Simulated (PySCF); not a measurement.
**CeI2: other functionals and bases at one geometry**

An exercise on one series of results from a longer session: the logs are not shown, and one member is left open.

Program: PySCF 2.14.0. Level of theory: several levels, as the steps say, no spin–orbit coupling. These are calculated values, not measurements.

1 further run of the same task is left out (for a known fault of the program).

## Where the work starts

3 atoms, charge 0, spin multiplicity 1.

Bond lengths: Ce1–I2 3.086 Å, Ce1–I3 3.086 Å. Angles: I2–Ce1–I3 140.8°.

As a file:

```mol
CeI2
  3D, bonds by distance, orders not assigned

  3  2  0  0  0  0  0  0  0  0999 V2000
    0.0000    0.0000   -0.6620 Ce  0  0
    2.9074   -0.0000    0.3740 I   0  0
   -2.9074    0.0000    0.3740 I   0  0
  1  2  8  0
  1  3  8  0
M  END
```

Formal oxidation states: Ce +2. Each metal's 2 4f electrons lie in its core potential, so multiplicities, spins and levels count the valence alone. For divalent La, Ce, Gd or Lu the extra electron is normally 5d or 6s, so this core forces an excited configuration. An earlier session relaxed this geometry at PBE0, Ce lcecp-0-SVP with ECP48, I def2-SVP with ECP28 (singlet, point group C2v).

At PBE0 on the finer grid: E = -622.258239 Eh, frontier levels not given, since the 4f levels lie in the core, Mulliken charge on Ce1 +0.87 e, largest force component 0.015 eV/Å. 

Levels to run: revPBE; PBE; PBE0, TZVP. Hardware: 2 threads of Arm Neoverse V1, shared host.

Set-up of the first run:

Contents of run.py (the lines that set the calculation):

```python
mol = gto.M(atom='''
Ce     0.00000     0.00000    -0.66197
I      2.90738     0.00000     0.37398
I     -2.90738     0.00000     0.37398''',
    basis={'Ce': 'lcecp-0-SVP', 'I': 'def2-SVP'},
    ecp={'Ce': 'lcecp-0-SVP', 'I': 'def2-SVP'},
    charge=0, spin=0)
mf = dft.RKS(mol, xc='PBE_R,PBE')
mf.grids.atom_grid = (75, 302)  # f atoms: unpruned, at least (60, 302)
mf = mf.density_fit()  # fitting sets: Ce AutoAux, I def2-universal-JKFIT
mf.conv_tol = 1e-08; mf.max_cycle = 55
mf.kernel(dm0)  # dm0: the density of the relaxed state
```

Run with:

```sh
$ OMP_NUM_THREADS=2 python run.py
```

Among the steps run: revPBE; PBE; PBE0, TZVP.

One of the session's tables, all rows but one given; the rest of the session is left out.

| level | charge on Ce1 (e) | dipole (D) | largest force component (eV/Å) |
| --- | --- | --- | --- |
| PBE0 (relaxed here) | 0.87 | 5.69 | 0.01 |
| revPBE | 0.76 | 5.37 | 0.11 |
| PBE | ? | ? | ? |
| PBE0, TZVP | 1.18 | 5.64 | 0.04 |

Q: Estimate the row for PBE from the others.

**Answer.** charge on Ce1 (e): 0.74; dipole (D): 5.34; largest force component (eV/Å): 0.05. In the column «charge on Ce1 (e)» it is the lowest.

The largest leftover force, 0.11 eV/Å with revPBE, stands at a geometry relaxed at another level. With 4f in the core, its levels are missing from HOMO and gap, and its count is fixed, so no charge can pass from the ligands into it. Total energies of different levels can't be compared.
